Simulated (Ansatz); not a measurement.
**BHCl2 + SiH4: a complex and its separated parts**

Aim: how far the complex at one end of a reaction step lies below its separated, relaxed parts, level by level.

The runs use Ansatz 0.2.0, Gaussian basis; PBE0-D4/def2-TZVP structures, single points in def2-TZVPP, no counterpoise correction.

Levels: SPW92, PBE-D4, BLYP-D4, r2SCAN-D4, B97M-V, PBE0-D4, B3LYP-D4, r2SCAN0-D4, BHLYP-D4, CAM-B3LYP-D4, wB97X-V, wB97M-V, B2PLYP, PBE-QIDH, RPA on PBE, Hartree-Fock, MP2, CCSD, CCSD(T).

Cores are frozen in the correlated methods. B3LYP uses VWN-RPA correlation. B2PLYP carries no dispersion term here.

**1. The system as given**

The complex: 9 atoms, charge 0, spin multiplicity 1.

Atoms are counted from 1 here; the program's logs count them from 0.

Bond lengths: B1–Cl3 1.735 Å, B1–Cl4 1.735 Å, B1–H6 1.186 Å, Si2–H5 1.487 Å, Si2–H7 1.484 Å, Si2–H8 1.484 Å, Si2–H9 1.484 Å. Angles: Cl3–B1–Cl4 120.6°, Cl3–B1–H6 119.7°, Cl4–B1–H6 119.7°, H5–Si2–H7 109.2°, H5–Si2–H8 109.1°, H5–Si2–H9 109.1°, H7–Si2–H8 109.8°, H7–Si2–H9 109.8°, H8–Si2–H9 109.7°.

Geometry (Å):

```mol
BCl2H5Si
  3D, bonds by distance, orders not assigned

  9  7  0  0  0  0  0  0  0  0999 V2000
   -1.3717   -0.3144   -1.6003 B   0  0
    1.0161    0.2402    1.3414 Si  0  0
   -0.3936   -1.6934   -1.9913 Cl  0  0
   -0.9239    1.2696   -2.1490 Cl  0  0
   -0.4249   -0.0036    1.0680 H   0  0
   -2.3645   -0.4585   -0.9669 H   0  0
    1.7506    0.3225    0.0551 H   0  0
    1.1600    1.5161    2.0861 H   0  0
    1.5518   -0.8785    2.1567 H   0  0
  1  3  8  0
  1  4  8  0
  1  6  8  0
  2  5  8  0
  2  7  8  0
  2  8  8  0
  2  9  8  0
M  END
```

Its parts: BHCl2 holds atoms 1, 3, 4, 6; SiH4 holds atoms 2, 5, 7, 8, 9. Each part counts its atoms afresh in its own runs.

**2. Relaxing BHCl2 alone**

The input, relax-a/in.yaml:

```yaml
crystal:
  periodic: [false, false, false]
  atoms:
    - {symbol: B, position_ang: [-1.371743, -0.314423, -1.600257]}
    - {symbol: Cl, position_ang: [-0.393565, -1.693369, -1.991311]}
    - {symbol: Cl, position_ang: [-0.923915, 1.269576, -2.149043]}
    - {symbol: H, position_ang: [-2.364504, -0.458479, -0.966872]}
basis:
  gaussian: {orbitals: def2-TZVP}
hamiltonian: {xc: pbe0, dispersion: d4}
relax: {f_tol: 0.005, max_steps: 200}
```

The command line of these runs was not kept.

After this run come: Relaxing SiH4 alone; wB97M-V/def2-TZVPP; CCSD(T)/def2-TZVPP; Vibrations of BHCl2; Vibrations of SiH4.

**Question.** What will these runs give? Wanted: complex less parts, CCSD(T)/def2-TZVPP; with zero-point energy; largest T1 diagnostic.

As calculated:

```
                              quantity        value
complex less parts, CCSD(T)/def2-TZVPP  -4.9 kJ/mol
                with zero-point energy  -2.6 kJ/mol
                 largest T1 diagnostic        0.012
```

**Reading.** At CCSD(T) the complex lies 4.9 kJ/mol below its parts. Among the functionals r2SCAN-D4 lands nearest to CCSD(T) (-0.9 kJ/mol) and SPW92 farthest (-5.2 kJ/mol). Mean unsigned error by rung: LDA 5.2, GGA 1.7, meta-GGA 1.1, hybrid 1.8, range-separated hybrid 1.5, double hybrid 3.1 kJ/mol. PBE-D4 gives a relative energy 2.4 kJ/mol too low, an error of 48 % of the reference. The complex's frequency run has imaginary modes: the structure is no minimum, so both the energy and the zero-point correction are in doubt. No counterpoise was applied, and triple zeta lacks some correlation, so the CCSD(T) reference has a basis error of its own, and close matches with it are partly luck.
